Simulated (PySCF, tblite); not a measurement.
# C₅H₁₂FGaO: geometry, infrared bands and NMR shifts

Aim: predict the infrared bands and NMR shifts of C₅H₁₂FGaO (`C[CH2][Ga]([F])[O]C(C)C`).

Computed with tblite 0.8.0 and PySCF 2.14.0, with density-fitted response routines of our own, on a single molecule in the gas phase. Atoms are numbered from 0 throughout.

## (1) The molecule as given

20 atoms, charge 0, multiplicity 1; geometry from: force field or distance geometry start.

Bonds of the start (Å): C0–C1 1.51, C1–Ga2 2.09, Ga2–F3 1.91, Ga2–O4 1.85, O4–C5 1.41, C5–C6 1.50, C5–C7 1.51, C0–H8 1.11, C0–H9 1.13, C0–H10 1.12, C1–H11 1.11, C1–H12 1.13, C5–H13 1.10, C6–H14 1.10, C6–H15 1.13, C6–H16 1.11, C7–H17 1.10, C7–H18 1.13, C7–H19 1.11.

## (2) Relaxing the molecule with GFN2-xTB

What the job is given:

```
{"job": {"kind": "relax", "xc": "GFN2-xTB", "basis": "xTB"}, "charge": 0, "multiplicity": 1}
C      3.394600     0.201000    -0.599300
C      2.734100    -0.953000     0.117600
Ga     0.891500    -0.598500    -0.813400
F      0.832100     0.809300    -2.104500
O     -0.502400    -0.077600     0.292900
C     -1.782100     0.010000    -0.280900
C     -2.240600     1.428800    -0.162400
C     -2.654900    -0.975200     0.452800
H      4.445000     0.299100    -0.261000
H      2.769800     1.108200    -0.337400
H      3.288500     0.078300    -1.708400
H      3.212900    -1.936400    -0.068600
H      2.765600    -0.706200     1.223200
H     -1.717700    -0.264400    -1.347100
H     -1.862400     2.000600    -1.028100
H     -1.743200     1.866500     0.758300
H     -3.336600     1.530400    -0.033200
H     -3.730600    -0.786900     0.365700
H     -2.482500    -2.026700     0.085900
H     -2.286300    -0.996600     1.502700
```

On the command line:

```bash
OMP_NUM_THREADS=1 python probes_run.py task.json out
```

One launch serves the whole session: the jobs run in the order shown.

**Question.** This job is followed by: GFN2-xTB harmonic vibrations, gas phase; GIAO PBE0/pcSseg-1 NMR shielding, non-relativistic, gas phase. Predict these results of the whole session: strongest single infrared mode (GFN2-xTB); zero-point energy (GFN2-xTB); 13C shifts against TMS (PBE0/pcSseg-1, means over atoms taken as alike); 1H shifts against TMS (PBE0/pcSseg-1, means over atoms taken as alike); 19F shifts against CFCl3 (PBE0/pcSseg-1); 17O shifts against H2O (PBE0/pcSseg-1); shieldings of Ga (PBE0/pcSseg-1).

The runs gave:

| quantity | value |
| --- | --- |
| strongest single infrared mode (GFN2-xTB) | 1173 cm⁻¹, 108 km/mol |
| zero-point energy (GFN2-xTB) | 100.3 kcal/mol |
| 13C shifts against TMS (PBE0/pcSseg-1, means over atoms taken as alike) | 73.5, 31.7, 15.6, 12.6 ppm |
| 1H shifts against TMS (PBE0/pcSseg-1, means over atoms taken as alike) | 4.34, 1.45, 1.42, 1.32 ppm |
| 19F shifts against CFCl3 (PBE0/pcSseg-1) | -141.7 ppm |
| 17O shifts against H2O (PBE0/pcSseg-1) | 140.3 ppm |
| shieldings of Ga (PBE0/pcSseg-1) | Ga2 1517.5 ppm |

The optimisation took 297 steps and gained 1.309 eV; among the close pairs (by a distance rule), Ga2–F3 changed most, from 1.911 to 1.786 Å. All 54 modes are real, so the xTB geometry is a minimum. Unscaled tight-binding wavenumbers are off by several per cent, some by more. Its intensities can rank the bands wrongly. The most deshielded carbon is C5 (sp3 CH bonded to O), at 73.5 ppm: pulled downfield by the heteroatom. The most deshielded hydrogen is H13 (hydrogen on an sp3 CH bonded to O), at 4.34 ppm: its carbon carries O, an electronegative neighbour. At PBE0/pcSseg-1: The widest tensor belongs to Ga2: span 468 ppm, with a paramagnetic part of -1127 ppm. Spin-orbit coupling is left out, which matters for shieldings and couplings at and beside the heavy atoms.
